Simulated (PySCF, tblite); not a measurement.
# C₅H₅N₂S radical: geometry, infrared bands and EPR parameters

What infrared bands and EPR parameters should C₅H₅N₂S radical (`[CH]1C[C@@H]1c1ncns1`) show?

The runs use tblite 0.8.0 and PySCF 2.14.0, with density-fitted response routines of our own; the level of theory stands in each step. All values are computed, except where a source is named. Atoms count from 0, in the outputs and in this text.

## Step 1: The molecule as given

13 atoms, charge 0, multiplicity 2; geometry from: force field or distance geometry start.

Bonds of the start (Å): C0–C1 1.44, C1–C2 1.52, C2–C3 1.55, C3–N4 1.31, N4–C5 1.38, C5–N6 1.33, N6–S7 1.67, C2–C0 1.45, S7–C3 1.71, C0–H8 1.08, C1–H9 1.08, C1–H10 1.09, C2–H11 1.08, C5–H12 1.09.

## Step 2: Relaxing the molecule with GFN2-xTB

The job: settings as JSON, then the geometry in Å.

```
{"job": {"kind": "relax", "xc": "GFN2-xTB", "basis": "xTB"}, "charge": 0, "multiplicity": 2}
C     -1.775200    -0.512600    -0.924200
C     -1.993000     0.253500     0.280500
C     -0.893300    -0.792600     0.198400
C      0.582700    -0.340500     0.072700
N      1.032800     0.798700     0.543600
C      2.388000     0.845600     0.267200
N      3.000400    -0.167800    -0.346400
S      1.814300    -1.306500    -0.627100
H     -1.453500    -0.058100    -1.850300
H     -1.726400     1.296600     0.255700
H     -2.885700     0.012000     0.848700
H     -1.070000    -1.739400     0.696400
H      2.974600     1.711500     0.567100
```

Launch:

```console
$ OMP_NUM_THREADS=1 python probes_run.py task.json out
```

One launch serves the whole session: the jobs run in the order shown.

**Question.** This job is followed by: GFN2-xTB harmonic vibrations, gas phase; UKS B3LYP, pcH-1 on C H N S, non-relativistic, mean-field spin-orbit, GIAO. Predict these results of the whole session: strongest single infrared mode (GFN2-xTB); zero-point energy (GFN2-xTB); g(iso) (B3LYP); ⟨S²⟩; largest a(iso); potential on the surface of density 0.002 e/bohr³, 1st and 99th percentile.

As calculated:

| quantity | value |
| --- | --- |
| strongest single infrared mode (GFN2-xTB) | 1080 cm⁻¹, 96 km/mol |
| zero-point energy (GFN2-xTB) | 56.2 kcal/mol |
| g(iso) (B3LYP) | 2.00275 |
| ⟨S²⟩ | 0.753 (exact 0.75) |
| largest a(iso) | 13C on C0, 292.4 MHz |
| potential on the surface of density 0.002 e/bohr³, 1st and 99th percentile | -1.53 V and 1.36 V |

In words: Over 64 steps the energy fell by 0.443 eV; of the close pairs, C2–C3 changed most, 1.549 to 1.450 Å. No mode is imaginary among the 33: a minimum at this level. The strongest single mode, at 1080 cm⁻¹, is spread over several atoms, H11, H12, N4, C3 among them. GFN2-xTB is a fitted tight-binding method: band positions and strengths are rough. Its intensities can rank the bands wrongly. Most of the unpaired spin sits on C0 (0.95 e). The isotropic g lies 0.4 ppt above the free-electron value. These values are for one conformer; the search (at its own cheap level) found 2 more, at 0.01, 1.59 kcal/mol (those within 0.05 may be mirror or relabelled copies), and measured spectra average over such forms.
